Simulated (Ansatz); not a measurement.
# CH8FNSi2: a ladder of functionals and wavefunction methods

How much do the methods differ for CH8FNSi2? The plan is to run it at one geometry with functionals of several rungs and with coupled cluster. The yardstick is the atomisation energy at the CCSD(T) limit.

Computed with Ansatz 0.2.0, Gaussian basis. Level: functionals in def2-TZVPP, the program's frozen cores in correlated methods.

Plan: PBE-D4, r2SCAN-D4, PBE0-D4, B3LYP-D4, ωB97X-V, ωB97M-V, B2PLYP; CCSD(T)/def2-TZVPP; MP2/def2-QZVPP; extrapolation to the limit.

## (1) The relaxed structure

All runs share one geometry, relaxed beforehand with PBE0-D4 in a triple-zeta def2 set.

13 atoms, charge 0, spin multiplicity 1.

Atoms are counted from 1 here; the program's logs count them from 0.

Bond lengths: N1–Si2 1.700 Å, N1–H6 1.007 Å, N1–H7 1.006 Å, Si2–F3 1.608 Å, Si2–C4 1.853 Å, Si2–H8 1.481 Å, C4–Si5 1.874 Å, C4–H9 1.095 Å, C4–H10 1.096 Å, Si5–H11 1.487 Å, Si5–H12 1.487 Å, Si5–H13 1.488 Å. Angles: Si2–N1–H6 122.1°, Si2–N1–H7 121.5°, H6–N1–H7 111.5°, N1–Si2–F3 113.5°, N1–Si2–C4 109.5°, N1–Si2–H8 107.8°, F3–Si2–C4 107.6°, F3–Si2–H8 105.2°, C4–Si2–H8 113.4°, Si2–C4–Si5 114.1°, Si2–C4–H9 108.3°, Si2–C4–H10 109.3°, Si5–C4–H9 109.4°, Si5–C4–H10 109.0°, H9–C4–H10 106.5°, C4–Si5–H11 110.7°, C4–Si5–H12 110.2°, C4–Si5–H13 110.8° and more.

## (2) PBE-D4 (GGA)

in.yaml reads:

```yaml
crystal:
  periodic: [false, false, false]
  atoms:
    - {symbol: N, position_ang: [-1.839869, 0.346371, 0.455221]}
    - {symbol: Si, position_ang: [-0.696659, -0.882971, 0.723519]}
    - {symbol: F, position_ang: [-0.710336, -1.453591, 2.226739]}
    - {symbol: C, position_ang: [1.004069, -0.228223, 0.387595]}
    - {symbol: Si, position_ang: [1.170383, 0.659460, -1.254390]}
    - {symbol: H, position_ang: [-1.678146, 1.298348, 0.739991]}
    - {symbol: H, position_ang: [-2.823187, 0.144096, 0.384084]}
    - {symbol: H, position_ang: [-1.062843, -2.034635, -0.132169]}
    - {symbol: H, position_ang: [1.708177, -1.066234, 0.421579]}
    - {symbol: H, position_ang: [1.295225, 0.455088, 1.193442]}
    - {symbol: H, position_ang: [0.565663, -0.143798, -2.349989]}
    - {symbol: H, position_ang: [0.485207, 1.977552, -1.196408]}
    - {symbol: H, position_ang: [2.602717, 0.893738, -1.584515]}
basis:
  gaussian: {orbitals: def2-TZVPP}
hamiltonian: {xc: pbe, dispersion: d4}
output: {forces: true, orbitals: {seedname: orbitals}}
```

On the command line:

```bash
ansatz run in.yaml --threads 4 --pin off --events-out ev --progress --plain --max-ram 10444MiB
```

After this run come: r2SCAN-D4 (meta-GGA); PBE0-D4 (hybrid); B3LYP-D4 (hybrid); ωB97X-V (range-separated); ωB97M-V (range-separated); B2PLYP (double hybrid); CCSD(T) in def2-TZVPP; MP2 in def2-QZVPP.

Before running them: what should the planned runs give, taken together? Wanted: atomisation energy, CCSD(T)/CBS; farthest; mean size of error, hybrid; mean size of error, range-separated; gap, smallest and largest; T1 diagnostic; triples share of the correlation energy.

**Answer**, as computed:

| quantity | value |
| --- | --- |
| atomisation energy, CCSD(T)/CBS | 4614.1 kJ/mol |
| functionals within 23.1 kJ/mol (0.5 %) | PBE-D4, r2SCAN-D4, B3LYP-D4, ωB97X-V, ωB97M-V |
| farthest | B2PLYP (-65.1 kJ/mol) |
| mean size of error, hybrid | 31.4 kJ/mol |
| mean size of error, range-separated | 10.0 kJ/mol |
| gap, smallest and largest | 6.25 eV (PBE-D4), 12.93 eV (ωB97X-V) |
| T1 diagnostic | 0.0110 |
| triples share of the correlation energy | 3.3 % |

In words: PBE-D4 misses by -0.9 kJ/mol. Double hybrids carry the basis error of their MP2 part in triple zeta, and no dispersion term here, so their miss is partly the set-up's. Misses under about 23.1 kJ/mol are within the doubt on the reference itself, which lacks core-valence correlation, relativity and higher excitations. Hartree-Fock recovers 74 % of the binding; the rest is correlation. The gap grows from 6.3 to 12.9 eV across the functionals, mostly with the share of exact exchange.
